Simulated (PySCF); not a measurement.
# Ti⁺, Ti²⁺: ionisation energy in cc-pVTZ

Each state of titanium is computed at each level; their differences give the ionisation energy. How far do the methods differ?

Program: PySCF 2.14.0. Level of theory: unrestricted determinants in a Gaussian basis, no spin-orbit coupling in the energies. These are calculated values, not measurements, unless marked.

**1. The system**

| Property | Result |
| --- | --- |
| Element | titanium (Z = 22) |
| Basis | cc-pVTZ (7s6p4d2f1g, 68 functions) |
| Hamiltonian | no relativity, point nucleus |
| State 1 | Ti⁺: [Ar] 3d2 4s1, high-spin 4F determinant |
| State 2 | Ti²⁺: [Ar] 3d2, high-spin 3F determinant |
| Methods | UHF, PBE0, M06-2X, MP2 |
| Core shells frozen in the correlated runs | valence: [Ar] (for Ti⁺) |

Outer shells as boxes (Hund's rule):

Ti+ [Ar] 3d2 4s1
```
[Ar] core
3d [↑ ][↑ ][  ][  ][  ]
4s [↑ ]
```

Ti2+ [Ar] 3d2
```
[Ar] core
3d [↑ ][↑ ][  ][  ][  ]
```

The runs were made by one driver on top of PySCF. The scripts below sum up each run's settings (the driver also hands on starting orbitals that pick excited configurations, and frozen orbitals as a list rather than a count), and the logs come from the driver's own runs. The driver starts from symmetry-adapted Hartree-Fock orbitals, holds the occupation by maximum overlap and uses a logarithmic radial grid for functionals, so a plain start would take other cycles.

The driver's launch:

```sh
$ OMP_NUM_THREADS=1 python atomrun2.py TASK.json OUT
```

The integrals over 68 functions and the set-up took 0.77 s of CPU time.

**2. Ti⁺, method by method**

UHF:

input.py

```python
from pyscf import gto, scf, dft, mp, cc
import basis_set_exchange as bse
mol = gto.M(atom="Ti 0 0 0", charge=1, spin=3, symmetry="D2h",
            basis=gto.basis.parse(bse.get_basis("cc-pVTZ", elements=["Ti"], fmt="nwchem", header=False)))
mf = scf.UHF(mol)
mf.irrep_nelec = {'Ag': (5, 3), 'B1g': (1, 0), 'B1u': (2, 2), 'B2u': (2, 2), 'B3u': (2, 2)}
mf.kernel()
```

The program printed:

```text
damping factor = 0
level_shift factor = 0
DIIS = <class 'pyscf.scf.diis.CDIIS'>
diis_start_cycle = 1
diis_space = 10
diis_damp = 0
SCF conv_tol = 1e-09
SCF conv_tol_grad = None
number electrons alpha = 12  beta = 9
cycle= 1 E= -848.209667179063  delta_E= -0.00661  |g|= 0.0289  |ddm|= 0.046
cycle= 2 E= -848.209887494165  delta_E= -0.00022  |g|= 0.00559  |ddm|= 0.012
cycle= 3 E= -848.209897490858  delta_E= -1e-05  |g|= 0.000412  |ddm|= 0.0157
cycle= 4 E= -848.209897692334  delta_E= -2.01e-07  |g|= 0.000197  |ddm|= 0.00163
cycle= 5 E= -848.20989772592  delta_E= -3.36e-08  |g|= 3.31e-05  |ddm|= 0.00257
cycle= 6 E= -848.209897727134  delta_E= -1.21e-09  |g|= 4e-06  |ddm|= 0.000385
cycle= 7 E= -848.209897727151  delta_E= -1.71e-11  |g|= 3.38e-07  |ddm|= 6.14e-05
converged SCF energy = -848.209897727151  <S^2> = 3.7526397  2S+1 = 4.0013196
```

Time after the integrals: 0.45 s (1 thread of Neoverse-V2, shared host).

The occupied shells:

| shell | electrons | mean orbital energy (eV) | spread (eV) | rms radius (bohr) |
| --- | --- | --- | --- | --- |
| 1s α | 1 | -4994.3 | 0 | 0.0812 |
| 1s β | 1 | -4994.2 | 0 | 0.0812 |
| 2s α | 1 | -590.60 | 0 | 0.353 |
| 2s β | 1 | -589.55 | 0 | 0.353 |
| 2p α | 3 | -491.76 | 0 | 0.321 |
| 2p β | 3 | -490.80 | 0 | 0.321 |
| 3s α | 1 | -87.166 | 0 | 1.09 |
| 3s β | 1 | -83.328 | 0 | 1.09 |
| 3p α | 3 | -58.218 | 0 | 1.18 |
| 3p β | 3 | -53.742 | 0 | 1.18 |
| 3d α | 2 | -19.418 | 0 | 1.62 |
| 4s α | 1 | -12.941 | 0 | 3.51 |

⟨S²⟩ = 3.753, ⟨L²⟩ = 12.04.

PBE0:

input.py, as changed from the run before:

```diff
@@ -4,3 +4,3 @@
             basis=gto.basis.parse(bse.get_basis("cc-pVTZ", elements=["Ti"], fmt="nwchem", header=False)))
-mf = scf.UHF(mol)
+mf = dft.UKS(mol, xc="PBE0")
 mf.irrep_nelec = {'Ag': (5, 3), 'B1g': (1, 0), 'B1u': (2, 2), 'B2u': (2, 2), 'B3u': (2, 2)}
```

The program printed:

```text
damping factor = 0
level_shift factor = 0
DIIS = <class 'pyscf.scf.diis.CDIIS'>
diis_start_cycle = 1
diis_space = 10
diis_damp = 0
SCF conv_tol = 1e-09
SCF conv_tol_grad = None
number electrons alpha = 12  beta = 9
XC functionals = PBE0
    C. Adamo and V. Barone.,  J. Chem. Phys. 110, 6158 (1999)
    M. Ernzerhof and G. E. Scuseria.,  J. Chem. Phys. 110, 5029 (1999)
cycle= 1 E= -848.919932553051  delta_E= -0.00551  |g|= 0.00921  |ddm|= 1.63
cycle= 2 E= -848.919997663634  delta_E= -6.51e-05  |g|= 0.0055  |ddm|= 0.0639
cycle= 3 E= -848.920006235192  delta_E= -8.57e-06  |g|= 0.000928  |ddm|= 0.0693
cycle= 4 E= -848.920006811409  delta_E= -5.76e-07  |g|= 8.72e-05  |ddm|= 0.00535
cycle= 5 E= -848.920006817146  delta_E= -5.74e-09  |g|= 1.25e-05  |ddm|= 0.00151
cycle= 6 E= -848.920006817197  delta_E= -5.05e-11  |g|= 3.7e-07  |ddm|= 0.000174
converged SCF energy = -848.920006817197  <S^2> = 3.7506936  2S+1 = 4.0003468
```

Time after the integrals: 1.2 s (1 thread of Neoverse-V2, shared host).

M06-2X:

input.py, as changed from the run before:

```diff
@@ -4,3 +4,3 @@
             basis=gto.basis.parse(bse.get_basis("cc-pVTZ", elements=["Ti"], fmt="nwchem", header=False)))
-mf = dft.UKS(mol, xc="PBE0")
+mf = dft.UKS(mol, xc="M062X")
 mf.irrep_nelec = {'Ag': (5, 3), 'B1g': (1, 0), 'B1u': (2, 2), 'B2u': (2, 2), 'B3u': (2, 2)}
```

The program printed:

```text
damping factor = 0
level_shift factor = 0
DIIS = <class 'pyscf.scf.diis.CDIIS'>
diis_start_cycle = 1
diis_space = 10
diis_damp = 0
SCF conv_tol = 1e-09
SCF conv_tol_grad = None
number electrons alpha = 12  beta = 9
XC functionals = M062X
    Y. Zhao and D. G. Truhlar.,  Theor. Chem. Acc. 120, 215 (2008)
    Y. Zhao and D. G. Truhlar.,  Theor. Chem. Acc. 120, 215 (2008)
cycle= 1 E= -849.078344714458  delta_E= -0.0048  |g|= 0.0145  |ddm|= 2.08
cycle= 2 E= -849.078612466163  delta_E= -0.000268  |g|= 0.00435  |ddm|= 0.284
cycle= 3 E= -849.078639940552  delta_E= -2.75e-05  |g|= 0.000974  |ddm|= 0.11
cycle= 4 E= -849.078640497523  delta_E= -5.57e-07  |g|= 0.000401  |ddm|= 0.0122
cycle= 5 E= -849.078640574555  delta_E= -7.7e-08  |g|= 2.07e-05  |ddm|= 0.00613
cycle= 6 E= -849.078640574819  delta_E= -2.64e-10  |g|= 9.22e-07  |ddm|= 0.00046
converged SCF energy = -849.078640574819  <S^2> = 3.7506116  2S+1 = 4.0003058
```

It took 2.7 s on 1 thread of Neoverse-V2, shared host, the integrals not counted.

MP2 (valence):

input.py, as changed from the run before:

```diff
@@ -4,4 +4,5 @@
             basis=gto.basis.parse(bse.get_basis("cc-pVTZ", elements=["Ti"], fmt="nwchem", header=False)))
-mf = dft.UKS(mol, xc="M062X")
+mf = scf.UHF(mol)
 mf.irrep_nelec = {'Ag': (5, 3), 'B1g': (1, 0), 'B1u': (2, 2), 'B2u': (2, 2), 'B3u': (2, 2)}
 mf.kernel()
+mp.UMP2(mf, frozen=9).kernel()
```

The driver printed no log here.

It took 0.04 s on 1 thread of Neoverse-V2, shared host, the integrals not counted.

With 3 electrons correlated, the MP2 correlation energy is -0.01095 hartree (-0.01095 same spin, 0.00000 opposite spin); the SCS form gives -0.00365. Largest pairs of shells: 3d-4s -0.0062, 3d-3d -0.0048, 4s-4s 0.0000.

Radial density 4πr²ρ of Ti⁺ at UHF:

| r (bohr) | density | spin density |
| --- | --- | --- |
| 0.00124 | 0.131 | 0.000 |
| 0.00209 | 0.356 | 0.000 |
| 0.00351 | 0.947 | 0.000 |
| 0.00591 | 2.41 | 0.001 |
| 0.00994 | 5.72 | 0.002 |
| 0.0167 | 12.0 | 0.005 |
| 0.0281 | 20.7 | 0.007 |
| 0.0473 | 26.0 | 0.006 |
| 0.0795 | 21.9 | -0.001 |
| 0.134 | 20.6 | 0.009 |
| 0.225 | 28.0 | 0.081 |
| 0.379 | 15.9 | 0.333 |
| 0.637 | 8.26 | 1.026 |
| 1.07 | 9.22 | 1.320 |
| 1.80 | 2.36 | 0.859 |
| 3.03 | 0.534 | 0.505 |
| 5.10 | 0.0931 | 0.093 |
| 8.57 | 0.00104 | 0.001 |

Spin density of Ti⁺ at UHF in the xz plane next to the nucleus (x to the right, z up), 4.1 Å wide.

Ten even steps from '0' (0.00 e/Å³) to '9' (1.71 e/Å³):
```
000000000000000000
000000000000000000
000000000000000000
000000000000000000
000000001100000000
000000013310000000
000000016610000000
000000019910000000
000000266662000000
000000266662000000
000000019910000000
000000016610000000
000000013310000000
000000001100000000
000000000000000000
000000000000000000
000000000000000000
000000000000000000
```

**3. Ti²⁺**

UHF:

input.py

```python
from pyscf import gto, scf, dft, mp, cc
import basis_set_exchange as bse
mol = gto.M(atom="Ti 0 0 0", charge=2, spin=2, symmetry="D2h",
            basis=gto.basis.parse(bse.get_basis("cc-pVTZ", elements=["Ti"], fmt="nwchem", header=False)))
mf = scf.UHF(mol)
mf.irrep_nelec = {'Ag': (4, 3), 'B1g': (1, 0), 'B1u': (2, 2), 'B2u': (2, 2), 'B3u': (2, 2)}
mf.kernel()
```

The program printed:

```text
damping factor = 0
level_shift factor = 0
DIIS = <class 'pyscf.scf.diis.CDIIS'>
diis_start_cycle = 1
diis_space = 10
diis_damp = 0
SCF conv_tol = 1e-09
SCF conv_tol_grad = None
number electrons alpha = 11  beta = 9
cycle= 1 E= -847.737364638744  delta_E= -0.00687  |g|= 0.0295  |ddm|= 0.0464
cycle= 2 E= -847.737589957176  delta_E= -0.000225  |g|= 0.0056  |ddm|= 0.0116
cycle= 3 E= -847.737599385334  delta_E= -9.43e-06  |g|= 0.000314  |ddm|= 0.0132
cycle= 4 E= -847.73759948028  delta_E= -9.49e-08  |g|= 0.000129  |ddm|= 0.000726
cycle= 5 E= -847.737599489985  delta_E= -9.7e-09  |g|= 2.24e-05  |ddm|= 0.00158
cycle= 6 E= -847.737599490292  delta_E= -3.07e-10  |g|= 2.77e-06  |ddm|= 0.000233
converged SCF energy = -847.737599490292  <S^2> = 2.0026698  2S+1 = 3.0017794
```

It took 0.38 s on 1 thread of Neoverse-V2, shared host, the integrals not counted.

Orbital energies by shell (radii are means over both spins):

| shell | electrons | mean orbital energy (eV) | spread (eV) | rms radius (bohr) |
| --- | --- | --- | --- | --- |
| 1s β | 1 | -5003.1 | 0 | 0.0812 |
| 1s α | 1 | -5003.1 | 0 | 0.0812 |
| 2s α | 1 | -599.15 | 0 | 0.353 |
| 2s β | 1 | -598.19 | 0 | 0.353 |
| 2p α | 3 | -500.42 | 0 | 0.321 |
| 2p β | 3 | -499.46 | 0 | 0.321 |
| 3s α | 1 | -95.535 | 0 | 1.09 |
| 3s β | 1 | -91.927 | 0 | 1.09 |
| 3p α | 3 | -66.829 | 0 | 1.18 |
| 3p β | 3 | -62.346 | 0 | 1.18 |
| 3d α | 2 | -28.057 | 0 | 1.55 |

⟨S²⟩ = 2.003, ⟨L²⟩ = 12.04.

PBE0:

input.py, as changed from the run before:

```diff
@@ -4,3 +4,3 @@
             basis=gto.basis.parse(bse.get_basis("cc-pVTZ", elements=["Ti"], fmt="nwchem", header=False)))
-mf = scf.UHF(mol)
+mf = dft.UKS(mol, xc="PBE0")
 mf.irrep_nelec = {'Ag': (4, 3), 'B1g': (1, 0), 'B1u': (2, 2), 'B2u': (2, 2), 'B3u': (2, 2)}
```

The program printed:

```text
damping factor = 0
level_shift factor = 0
DIIS = <class 'pyscf.scf.diis.CDIIS'>
diis_start_cycle = 1
diis_space = 10
diis_damp = 0
SCF conv_tol = 1e-09
SCF conv_tol_grad = None
number electrons alpha = 11  beta = 9
XC functionals = PBE0
    C. Adamo and V. Barone.,  J. Chem. Phys. 110, 6158 (1999)
    M. Ernzerhof and G. E. Scuseria.,  J. Chem. Phys. 110, 5029 (1999)
cycle= 1 E= -848.416661059647  delta_E= -0.00413  |g|= 0.00916  |ddm|= 1.46
cycle= 2 E= -848.416685957444  delta_E= -2.49e-05  |g|= 0.00495  |ddm|= 0.0693
cycle= 3 E= -848.416692114788  delta_E= -6.16e-06  |g|= 0.000654  |ddm|= 0.0556
cycle= 4 E= -848.416692240001  delta_E= -1.25e-07  |g|= 1.74e-05  |ddm|= 0.00526
cycle= 5 E= -848.416692240186  delta_E= -1.85e-10  |g|= 3.71e-06  |ddm|= 0.000141
converged SCF energy = -848.416692240186  <S^2> = 2.0007293  2S+1 = 3.0004861
```

It took 1 s on 1 thread of Neoverse-V2, shared host, the integrals not counted.

M06-2X:

input.py, as changed from the run before:

```diff
@@ -4,3 +4,3 @@
             basis=gto.basis.parse(bse.get_basis("cc-pVTZ", elements=["Ti"], fmt="nwchem", header=False)))
-mf = dft.UKS(mol, xc="PBE0")
+mf = dft.UKS(mol, xc="M062X")
 mf.irrep_nelec = {'Ag': (4, 3), 'B1g': (1, 0), 'B1u': (2, 2), 'B2u': (2, 2), 'B3u': (2, 2)}
```

The program printed:

```text
damping factor = 0
level_shift factor = 0
DIIS = <class 'pyscf.scf.diis.CDIIS'>
diis_start_cycle = 1
diis_space = 10
diis_damp = 0
SCF conv_tol = 1e-09
SCF conv_tol_grad = None
number electrons alpha = 11  beta = 9
XC functionals = M062X
    Y. Zhao and D. G. Truhlar.,  Theor. Chem. Acc. 120, 215 (2008)
    Y. Zhao and D. G. Truhlar.,  Theor. Chem. Acc. 120, 215 (2008)
cycle= 1 E= -848.583051535971  delta_E= -0.00255  |g|= 0.00887  |ddm|= 1.55
cycle= 2 E= -848.583079076214  delta_E= -2.75e-05  |g|= 0.00282  |ddm|= 0.067
cycle= 3 E= -848.583080914847  delta_E= -1.84e-06  |g|= 0.000871  |ddm|= 0.0457
cycle= 4 E= -848.583081123925  delta_E= -2.09e-07  |g|= 3.32e-05  |ddm|= 0.00975
cycle= 5 E= -848.583081124412  delta_E= -4.87e-10  |g|= 2.17e-06  |ddm|= 0.000765
converged SCF energy = -848.583081124412  <S^2> = 2.0007211  2S+1 = 3.0004807
```

Time after the integrals: 2.3 s (1 thread of Neoverse-V2, shared host).

MP2 (valence):

input.py, as changed from the run before:

```diff
@@ -4,4 +4,5 @@
             basis=gto.basis.parse(bse.get_basis("cc-pVTZ", elements=["Ti"], fmt="nwchem", header=False)))
-mf = dft.UKS(mol, xc="M062X")
+mf = scf.UHF(mol)
 mf.irrep_nelec = {'Ag': (4, 3), 'B1g': (1, 0), 'B1u': (2, 2), 'B2u': (2, 2), 'B3u': (2, 2)}
 mf.kernel()
+mp.UMP2(mf, frozen=9).kernel()
```

No log was kept for this step.

Time after the integrals: 0.03 s (1 thread of Neoverse-V2, shared host).

With 2 electrons correlated, the MP2 correlation energy is -0.00448 hartree (-0.00448 same spin, 0.00000 opposite spin); the SCS form gives -0.00149. Largest pairs of shells: 3d-3d -0.0045.

Radial density 4πr²ρ of Ti²⁺ at UHF:

| r (bohr) | density | spin density |
| --- | --- | --- |
| 0.00124 | 0.131 | 0.000 |
| 0.00209 | 0.356 | 0.000 |
| 0.00351 | 0.947 | 0.000 |
| 0.00591 | 2.41 | 0.000 |
| 0.00994 | 5.72 | 0.000 |
| 0.0167 | 12.0 | 0.000 |
| 0.0281 | 20.7 | -0.001 |
| 0.0473 | 26.0 | -0.001 |
| 0.0795 | 21.9 | 0.000 |
| 0.134 | 20.6 | 0.006 |
| 0.225 | 28.0 | 0.062 |
| 0.379 | 15.9 | 0.350 |
| 0.637 | 8.25 | 1.023 |
| 1.07 | 9.27 | 1.365 |
| 1.80 | 2.21 | 0.707 |
| 3.03 | 0.130 | 0.101 |
| 5.10 | 0.00206 | 0.002 |

**4. How the shells move**

Highest occupied Hartree-Fock shell of each state: Ti⁺ 4s α at -12.941 eV; Ti²⁺ 3d α at -28.057 eV.

**5. Differences of total energies**

Ionisation energy: Ti⁺ [Ar] 3d2 4s1 (4F) → Ti²⁺ [Ar] 3d2 (3F).

| method | value (eV) | less the reference (eV) | CPU time, both states (s) |
| --- | --- | --- | --- |
| UHF | 12.852 | -0.724 | 0.83 |
| PBE0 | 13.696 | +0.120 | 2.2 |
| M06-2X | 13.485 | -0.091 | 4.9 |
| MP2 (valence) | 13.028 | -0.547 | 0.9 |
| SCS-MP2 (valence) | 12.911 | -0.665 | 0.9 |

Reference: 13.575 eV (measured; NIST Atomic Spectra Database, ionization energies). The reference lies between the lowest fine-structure levels, while these numbers refer to the centres of the terms. Errors of the correlated levels include the incompleteness of this basis.

Times are CPU seconds on a shared host without the integrals; correlated rows include their Hartree-Fock run, whose time holds the symmetry-adapted start and any spin-orbit constants, while functionals begin from orbitals already made.

**6. Results**

| quantity | value |
| --- | --- |
| ionisation energy, Ti⁺ | UHF 12.852, MP2 (valence) 13.028 eV; reference 13.575 |

In words: The methods span 0.844 eV, from UHF (12.852) to PBE0 (13.696). The reference is uncertain or not like for like (spin-orbit coupling or other relativistic terms), so no ranking of close methods is drawn. All values hold for this basis alone; no basis-set limit was taken.
